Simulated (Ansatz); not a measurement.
Debugging a relaxed scan of one distance of ClGaH2, SMILES [Cl][GaH2] (Ansatz's Python interface).

The script reads `clgah2.xyz`:
```text
4

Cl   -1.69310    0.40950   -0.78470
Ga    0.27020   -0.04550    0.09840
H     0.48400   -1.39430   -0.13010
H     0.99450    0.97010    0.79610
```

`clgah2_relaxed_scan.py`:
```python
import warnings

import ansatz as az
import numpy as np

warnings.simplefilter("ignore", az.DeckWarning)

system = az.Crystal.molecule_from_extxyz("clgah2.xyz")

setup = (
    system.calculation()
    .basis(gaussian="def2-SVP")
    .functional("PBE0")
)
symbols = [site.symbol for site in system.cartesian_sites]
pairs = [(0, 1), (1, 2), (1, 3)]
print("held (A)   E (eV)        ", "  ".join(f"{symbols[i]}{i}-{symbols[j]}{j}" for i, j in pairs))
for length in [1.31, 1.43, 1.54, 1.72, 1.93]:
    r = setup.relax(constraints=[az.DistanceConstraint((1, 3), at=length)], force_tolerance=0.02, max_steps=60).run(threads=1, backend="cpu").report()
    xyz = np.array(r["positions_ang"])
    print(f"{length:6.2f} {r['free_energy_ev']:14.5f}  ", "  ".join(f"{np.linalg.norm(xyz[i] - xyz[j]):.3f}" for i, j in pairs))
```

`python clgah2_relaxed_scan.py` gives:
```text
held (A)   E (eV)         Cl0-Ga1  Ga1-H2  Ga1-H3
Traceback (most recent call last):
  File "clgah2_relaxed_scan.py", line 19, in <module>
    r = setup.relax(constraints=[az.DistanceConstraint((1, 3), at=length)], force_tolerance=0.02, max_steps=60).run(threads=1, backend="cpu").report()
TypeError: 'dict' object is not callable
```

What is wrong, and how is it mended?

The fault: report is a dict, not a method. The correction:

Script `clgah2_relaxed_scan.py`:
```python
import warnings

import ansatz as az
import numpy as np

warnings.simplefilter("ignore", az.DeckWarning)

system = az.Crystal.molecule_from_extxyz("clgah2.xyz")

setup = (
    system.calculation()
    .basis(gaussian="def2-SVP")
    .functional("PBE0")
)
symbols = [site.symbol for site in system.cartesian_sites]
pairs = [(0, 1), (1, 2), (1, 3)]
print("held (A)   E (eV)        ", "  ".join(f"{symbols[i]}{i}-{symbols[j]}{j}" for i, j in pairs))
for length in [1.31, 1.43, 1.54, 1.72, 1.93]:
    r = setup.relax(constraints=[az.DistanceConstraint((1, 3), at=length)], force_tolerance=0.02, max_steps=60).run(threads=1, backend="cpu").report
    xyz = np.array(r["positions_ang"])
    print(f"{length:6.2f} {r['free_energy_ev']:14.5f}  ", "  ".join(f"{np.linalg.norm(xyz[i] - xyz[j]):.3f}" for i, j in pairs))
```

The mended script runs so:

`python clgah2_relaxed_scan.py` gives:
```text
held (A)   E (eV)         Cl0-Ga1  Ga1-H2  Ga1-H3
  1.31   -64911.91011   2.162  1.559  1.310
  1.43   -64912.42517   2.160  1.559  1.430
  1.54   -64912.57102   2.157  1.559  1.540
  1.72   -64912.41781   2.153  1.559  1.720
  1.93   -64911.93464   2.148  1.559  1.930
```

Caveats:
- Total energies depend on the basis set; only differences at equal settings carry meaning.
- The energies are electronic: no zero-point or thermal terms, and the basis set is short of its limit.
- The script silences the warnings on its input, which a real study should read.
- Hardware and time: 46 s on 1 thread of Arm Neoverse V1 (shared host), peak memory 0.19 GiB.

(Lines on the test bed's own set-up are left out of the output.)
